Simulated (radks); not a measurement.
# Ionising europium step by step, Eu to Eu²⁰⁺

The task here is to estimate one member of a computed series from the others.

Method: Dirac Kohn-Sham, PBE, spin-unpolarised, spherical densities, point nucleus; open shells are shared between the two j in proportion to 2j + 1. Code: radks (a radial shooting solver on a logarithmic mesh, Libxc functionals) version 1.

## What is computed

* element: europium (Z = 63)
* charges: 0 to 20
* first configuration: [Xe] 4f7 6s2
* last configuration: [Kr] 4d7

Outer shells as boxes (Hund's rule):

Eu
```
[Xe] core
4f [↑ ][↑ ][↑ ][↑ ][↑ ][↑ ][↑ ]
6s [↑↓]
```

Eu²⁰⁺
```
[Kr] core
4d [↑↓][↑↓][↑ ][↑ ][↑ ]
```

The first run:

Input:

```text
Z 63
configuration [Xe] 4f7 6s2
relativity Dirac
functional pbe,pbe
spin unpolarised
j_filling average
nucleus point
c 137.035999084
```

Among the steps run: Eu, [Xe] 4f7 6s2.

One of the session's tables, all rows but one given; the rest of the session is left out.

It belongs to the step «Eu, [Xe] 4f7 6s2». Sizes of the orbitals, from the radial functions (bohr):

| level | <r> | outermost maximum (interpolated) | 90 % within | nodes |
| --- | --- | --- | --- | --- |
| 4d3/2 | 0.6481 | 0.569 | 0.975 | 1 |
| 4d5/2 | 0.6586 | 0.577 | 0.991 | 1 |
| 5s1/2 | 1.382 | 1.23 | 1.99 | 4 |
| 5p1/2 | 1.562 | 1.35 | 2.30 | 3 |
| 5p3/2 | 1.662 | 1.43 | 2.45 | 3 |
| 6s1/2 | 4.267 | 3.62 | 6.32 | 5 |
| 4f5/2 | ? | ? | ? | ? |
| 4f7/2 | 0.9889 | 0.595 | 1.75 | 0 |

**Question.** Estimate the row for 4f5/2.

As computed: <r>: 0.9663; outermost maximum (interpolated): 0.590; 90 % within: 1.70; nodes: 0. In the column «<r>» it lies between 4d5/2 (0.6586) and 4f7/2 (0.9889).

To keep in mind: Spin polarisation and multiplet splitting are left out, so open shells lie too high by an amount that depends on their filling.
